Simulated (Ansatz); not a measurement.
GeH4Te, SMILES [GeH3][TeH], a relaxed scan of one distance

Program: Ansatz's Python interface.

Run as a notebook:

In [1]:
```python
from dataclasses import dataclass

import ansatz as az
from ase import Atoms
import numpy as np
```

In [2]:
```python
@dataclass
class Settings:
    basis_set: str = "def2-SVP"
    xc: str = "pbe0"
```

In [3]:
```python
settings = Settings()
```

In [4]:
```python
atoms = Atoms(["Ge", "Te", "H", "H", "H", "H"], positions=[
    (-0.3104, -0.2824, -0.5047),
    (-0.0753, 0.9888, 1.7125),
    (0.0729, -1.7063, -0.3722),
    (-1.7771, -0.1973, -0.9384),
    (0.4995, 0.4533, -1.6216),
    (1.6325, 0.68, 1.6781),
])
molecule = az.Crystal.molecule_from_ase(atoms)
```

In [5]:
```python
calculation = (
    molecule.calculation()
    .basis(gaussian=settings.basis_set)
    .functional(settings.xc)
)
symbols = [site.symbol for site in molecule.cartesian_sites]
pairs = [(0, 1), (0, 2), (0, 3), (0, 4), (1, 5)]
print("held (A)   E (eV)        ", "  ".join(f"{symbols[i]}{i}-{symbols[j]}{j}" for i, j in pairs))
for length in [1.6, 1.74, 1.87, 2.08, 2.34]:
    data = calculation.relax(constraints=[az.DistanceConstraint((1, 5), at=length)], force_tolerance=0.02, max_steps=60).run(threads=1).report
    xyz = np.array(data["positions_ang"])
    print(f"{length:6.2f} {data['free_energy_ev']:14.5f}  ", "  ".join(f"{np.linalg.norm(xyz[i] - xyz[j]):.3f}" for i, j in pairs))
```
```text
held (A)   E (eV)         Ge0-Te1  Ge0-H2  Ge0-H3  Ge0-H4  Te1-H5
DeckWarning: relax.constraints: the input's atoms, or those drawn, lie off the distances that are held; a relaxation that starts there is brought onto them ahead of its first SCF, by positions alone, an atom by 6.79e-2 Å at the most. With the symmetry detection on, the symmetry is detected on the input's atoms as so brought (as typed, where only the drawn atoms reach the distances), and notices that speak of the structure as typed mean those atoms
  1.60   -63862.65962   2.565  1.538  1.537  1.538  1.600
  1.74   -63862.65681   2.566  1.538  1.537  1.538  1.740
  1.87   -63862.43210   2.566  1.538  1.538  1.538  1.870
  2.08   -63861.85935   2.566  1.537  1.539  1.537  2.080
  2.34   -63861.05364   2.567  1.537  1.540  1.537  2.340
```

What to keep in mind:
- The settings weren't tested for convergence.
- Warnings are shown shortened and without file and line.
- The energies are electronic: no zero-point or thermal terms, and the basis set is short of its limit.
- def2 sets replace the cores of elements past krypton by effective core potentials.
- Timing: 80 s on 1 thread of Arm Neoverse V2, on a shared host, peak memory 0.24 GiB.
